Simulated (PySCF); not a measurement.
# HF/3-21G run of H6N3NbS (NbS(NH2)3)

We compute energy and gradient of H6N3NbS (NbS(NH2)3). Input form: a Python script.

The results are computed with PySCF 2.14.0.

## Step 1: The system as given

The species is H6N3NbS (11 atoms), typed as a singlet with charge 0. SMILES: `[NH2][Nb]([NH2])([NH2])=[S]`. The shape comes from GFN2-xTB, which is rough for such elements, and wasn't checked as a minimum.

Bond lengths: Nb1–S2 2.222 Å, Nb1–N3 1.969 Å, Nb1–N6 1.970 Å, Nb1–N9 1.969 Å, N3–H4 1.021 Å, N3–H5 1.021 Å, N6–H7 1.021 Å, N6–H8 1.021 Å, N9–H10 1.021 Å, N9–H11 1.020 Å. Some angles: S2–Nb1–N3 104.5°, S2–Nb1–N6 104.5°, S2–Nb1–N9 104.5°, N3–Nb1–N6 113.6°, N3–Nb1–N9 114.0°, N6–Nb1–N9 114.3°, Nb1–N3–H4 126.2°, Nb1–N3–H5 126.2°, Nb1–N6–H7 126.1°, Nb1–N6–H8 126.3°.

## Step 2: Energy and forces at HF/3-21G

File input.py:

```python
from pyscf import gto

mol = gto.M(
    atom='''
Nb       0.001500       0.000420       0.283850
S        0.043610       0.030280       2.505530
N        1.898230      -0.018190      -0.245640
H        2.257340      -0.037740      -1.201150
H        2.700270      -0.007490       0.385460
N       -0.938490       1.658390      -0.213060
H       -1.309720       2.355990       0.432770
H       -1.137910       1.979200      -1.161450
N       -0.972780      -1.649810      -0.169970
H       -1.178550      -1.991530      -1.109370
H       -1.363500      -2.319520       0.493040
''',
    verbose=4,
    spin=0,
    basis='3-21g',
    max_memory=1860,
)

myscf = mol.RHF()
myscf.conv_tol = 1e-10
myscf.kernel()
if not myscf.converged:
    myscf = myscf.newton().run(myscf.mo_coeff, myscf.mo_occ)

e_final = myscf.e_tot
print('E = %.10f Eh' % e_final)
grad = myscf.nuc_grad_method().kernel()
dip = myscf.dip_moment()
pop, q = myscf.mulliken_pop()
```

The run is started by

```console
$ OMP_NUM_THREADS=1 python input.py
```

**Question.** What will come out? Wanted: total energy; dipole moment; HOMO energy; LUMO energy; HOMO–LUMO gap; largest force on an atom.

Computed results:

At HF/3-21G:

```
                quantity           value
            total energy  -4297.25605 Eh
           dipole moment          5.84 D
             HOMO energy        -9.51 eV
             LUMO energy         1.42 eV
           HOMO–LUMO gap        10.93 eV
largest force on an atom      2.394 eV/Å
```

In words: Mulliken charges run from -1.02 on N9 to +1.39 on Nb1; they depend strongly on the basis. The largest force is 2.39 eV/Å: the shape isn't a stationary point for this species at this level. Relativity is left out although the molecule holds a heavy atom.
